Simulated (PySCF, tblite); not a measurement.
# C4H8SSi2: geometry, infrared bands and NMR shifts

Aim: predict the infrared bands and NMR shifts of C4H8SSi2 (`[SiH3]S[SiH]1C=CC=C1`).

Programs: tblite 0.8.0 and PySCF 2.14.0, with density-fitted response routines of our own. Each step states its level of theory. These are calculated values for one molecule in the gas phase, unless marked as measured. Atoms count from 0, in the outputs and in this text.

## 1. Starting geometry

15 atoms, charge 0, multiplicity 1; geometry from: force field or distance geometry start.

Bonds of the start (Å): Si0–S1 2.15, S1–Si2 2.10, Si2–C3 1.85, C3–C4 1.31, C4–C5 1.41, C5–C6 1.31, C6–Si2 1.86, Si0–H7 1.47, Si0–H8 1.47, Si0–H9 1.48, Si2–H10 1.44, C3–H11 1.08, C4–H12 1.13, C5–H13 1.12, C6–H14 1.07.

## 2. Geometry optimisation with GFN2-xTB

The job: settings as JSON, then the geometry in Å.

```
{"job": {"kind": "relax", "xc": "GFN2-xTB", "basis": "xTB"}, "charge": 0, "multiplicity": 1}
Si     3.319600    -0.233700     0.011600
S      1.388800    -1.138500    -0.281300
Si    -0.160800     0.246600    -0.579400
C     -0.946700     0.870900     0.971900
C     -2.145500     0.353100     1.048700
C     -2.561500    -0.482300    -0.010100
C     -1.716600    -0.697300    -0.983100
H      4.023400    -0.942200     1.089700
H      4.188100    -0.335700    -1.169900
H      3.148300     1.207300     0.312900
H      0.117800     1.302600    -1.521000
H     -0.436800     1.516500     1.665100
H     -2.806700     0.599800     1.929700
H     -3.567800    -0.964100    -0.040600
H     -1.847900    -1.294800    -1.858600
```

The run is started by

```bash
> OMP_NUM_THREADS=1 python probes_run.py task.json out
```

This one command runs all jobs of the session in turn.

**Question.** This job is followed by: GFN2-xTB harmonic vibrations, gas phase; GIAO PBE0/pcSseg-1 NMR shielding, non-relativistic, gas phase. Predict these results of the whole session: strongest single infrared mode (GFN2-xTB); zero-point energy (GFN2-xTB); 13C shifts against TMS (PBE0/pcSseg-1, means over atoms taken as alike); 1H shifts against TMS (PBE0/pcSseg-1, means over atoms taken as alike); 29Si shifts against TMS (PBE0/pcSseg-1); 33S shifts against CS2 (PBE0/pcSseg-1); surface potential, 1st and 99th percentile.

As calculated:

```
                                                               quantity                       value
                              strongest single infrared mode (GFN2-xTB)        768 cm⁻¹, 423 km/mol
                                           zero-point energy (GFN2-xTB)               61.9 kcal/mol
13C shifts against TMS (PBE0/pcSseg-1, means over atoms taken as alike)            155.4, 135.8 ppm
 1H shifts against TMS (PBE0/pcSseg-1, means over atoms taken as alike)  7.24, 6.21, 5.34, 4.75 ppm
                                29Si shifts against TMS (PBE0/pcSseg-1)            -10.3, -57.4 ppm
                                 33S shifts against CS2 (PBE0/pcSseg-1)                    -332 ppm
                                  surface potential, 1st and 99th percentile          -0.97 V and 1.34 V
```

**Reading.** The optimisation took 141 steps and gained 0.407 eV; among the close pairs (by a distance rule), S1–Si2 changed most, from 2.100 to 2.158 Å. All 39 modes are real, so the xTB geometry is a minimum. The strongest single mode, at 768 cm⁻¹, is spread over several atoms, H7, H9, H8 among them. Unscaled tight-binding wavenumbers are off by several per cent, some by more. Its intensities can rank the bands wrongly. By nearest atom (PBE0/pcSseg-1), the HOMO sits on C3, C6 about 28 % each; C4, C5 about 14 % each and the LUMO on C3, C6 about 18 % each; C4, C5 about 14 % each.
